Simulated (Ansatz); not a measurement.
# CH3BrSSi, SMILES CS[Si]Br: a single point in a Gaussian basis

With the Ansatz DFT code, driven from Python.

Notebook, run cell by cell (the value of a cell's last expression is shown):

```python
import warnings

import ansatz
```

```python
GEOMETRY = '''
C    -0.16360    0.77620   -0.52020
S     0.99160   -0.48740   -0.84750
Si    0.26160   -2.14380    0.31010
Br    0.32090   -1.53160    2.45030
H     0.04220    1.68800   -1.15650
H    -1.21930    0.50860   -0.80540
H    -0.17230    1.12200    0.52350
'''
```

```python
warnings.simplefilter('ignore', ansatz.DeckWarning)

mol = ansatz.Crystal.molecule()
for line in GEOMETRY.strip().splitlines():
    symbol, *xyz = line.split()
    mol = mol.atom(symbol, [float(v) for v in xyz])

base = (
    mol.calculation()
    .basis(gaussian='def2-TZVP')
    .functional('cam_b3lyp')
)
summary = base.session().plan(threads=1).execute().report
```

    

```python
print('reference energy %16.6f eV' % summary['reference_energy_ev'])
print('total energy     %16.6f eV' % summary['free_energy_ev'])
print('occupied orbitals outside the frozen core (up, down):', summary['n_occupied'], ' frozen:', summary['n_frozen'], ' virtual:', summary['n_virtual'])
```

    reference energy    -89849.981229 eV
    total energy        -89849.981229 eV
    occupied orbitals outside the frozen core (up, down): [37, 37]  frozen: 0  virtual: [134, 134]

```python
state = summary['mean_field']['state']
print(f'mean field: {state["energy"]["hartree"]:.7f} Ha, <S^2> = {abs(state["spin_squared"]):.4f}, stability: {state.get("stability", {}).get("kind")}')
```

    mean field: -3301.9259076 Ha, <S^2> = 0.0000, stability: minimum

What to keep in mind:
- Total energies depend on the basis set; only differences at equal settings carry meaning.
- The geometry is a force-field or estimated start, not a minimum of this method, and the basis set is short of its limit.
- Run time: 8 s on 1 thread of Arm Neoverse V2, with other jobs on the host, peak memory 0.47 GiB.

(Lines on the test bed's own set-up are left out of the output.)
